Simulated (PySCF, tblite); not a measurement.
**C6H16N2: geometry, infrared bands and NMR shifts**

What infrared bands and NMR shifts should C6H16N2 (`CCCN(C)NCC`) show?

Computed with tblite 0.8.0 and PySCF 2.14.0, with density-fitted response routines of our own, on a single molecule in the gas phase. Atoms are numbered from 0 throughout.

## 1. Starting geometry

24 atoms, charge 0, multiplicity 1; geometry from: force field or distance geometry start.

Bonds of the start (Å): C0–C1 1.55, C1–C2 1.49, C2–N3 1.46, N3–C4 1.46, N3–N5 1.40, N5–C6 1.42, C6–C7 1.53, C0–H8 1.09, C0–H9 1.11, C0–H10 1.11, C1–H11 1.12, C1–H12 1.11, C2–H13 1.12, C2–H14 1.10, C4–H15 1.09, C4–H16 1.13, C4–H17 1.11, N5–H18 1.02, C6–H19 1.12, C6–H20 1.09, C7–H21 1.09, C7–H22 1.10, C7–H23 1.12.

## 2. Relaxing the molecule with GFN2-xTB

Job settings and geometry (Å):

```
{"job": {"kind": "relax", "xc": "GFN2-xTB", "basis": "xTB"}, "charge": 0, "multiplicity": 1}
C      2.810800     0.632100     0.853800
C      1.947800     1.159500    -0.317700
C      1.237000     0.008400    -0.941100
N      0.316400    -0.690700    -0.057000
C     -0.253300    -1.839600    -0.757900
N     -0.692200     0.154400     0.419200
C     -2.013500    -0.359600     0.350900
C     -3.062200     0.655300     0.797700
H      3.486200     1.389700     1.263600
H      3.445200    -0.177600     0.430900
H      2.189500     0.223000     1.680900
H      1.257600     1.941000     0.094100
H      2.601700     1.665300    -1.051900
H      0.717100     0.389000    -1.851800
H      1.969000    -0.731900    -1.284400
H     -1.075200    -2.294300    -0.210000
H      0.579000    -2.575200    -0.965100
H     -0.630000    -1.521200    -1.754000
H     -0.581800     1.144700     0.203800
H     -2.139000    -1.206600     1.073600
H     -2.271800    -0.688600    -0.651100
H     -2.906700     0.864300     1.853800
H     -4.092500     0.313000     0.638500
H     -2.850700     1.565400     0.188800
```

Started as:

```
$ OMP_NUM_THREADS=1 python probes_run.py task.json out
```

One launch serves the whole session: the jobs run in the order shown.

**Question.** This job is followed by: GFN2-xTB harmonic vibrations, gas phase; GIAO PBE0/pcSseg-1 NMR shielding, non-relativistic, gas phase. Predict these results of the whole session: strongest single infrared mode (GFN2-xTB); zero-point energy (GFN2-xTB); ¹³C shifts against TMS (PBE0/pcSseg-1); ¹H shifts against TMS (PBE0/pcSseg-1, means over atoms taken as alike); ¹⁵N shifts against NH3 (PBE0/pcSseg-1); surface potential, 1st and 99th percentile.

The runs gave:

| quantity | value |
| --- | --- |
| strongest single infrared mode (GFN2-xTB) | 2813 cm⁻¹, 149 km/mol |
| zero-point energy (GFN2-xTB) | 136.6 kcal/mol |
| ¹³C shifts against TMS (PBE0/pcSseg-1) | 64.4, 47.7, 45.5, 24.0, 15.7, 14.3 ppm |
| ¹H shifts against TMS (PBE0/pcSseg-1, means over atoms taken as alike) | 2.97, 2.46, 2.22, 1.76, 1.12, 1.06, 0.45 ppm |
| ¹⁵N shifts against NH3 (PBE0/pcSseg-1) | 121.9, 96.8 ppm |
| surface potential, 1st and 99th percentile | -1.12 V and 1.09 V |

The optimisation took 142 steps and gained 1.042 eV; among the close pairs (by a distance rule), C4–H16 changed most, from 1.130 to 1.088 Å. All 66 modes are real, so the xTB geometry is a minimum. Unscaled tight-binding wavenumbers are off by several per cent, some by more. Its intensities can rank the bands wrongly. At PBE0/pcSseg-1: Shielding is most anisotropic at N5 (span 131 ppm, paramagnetic term -176 ppm).
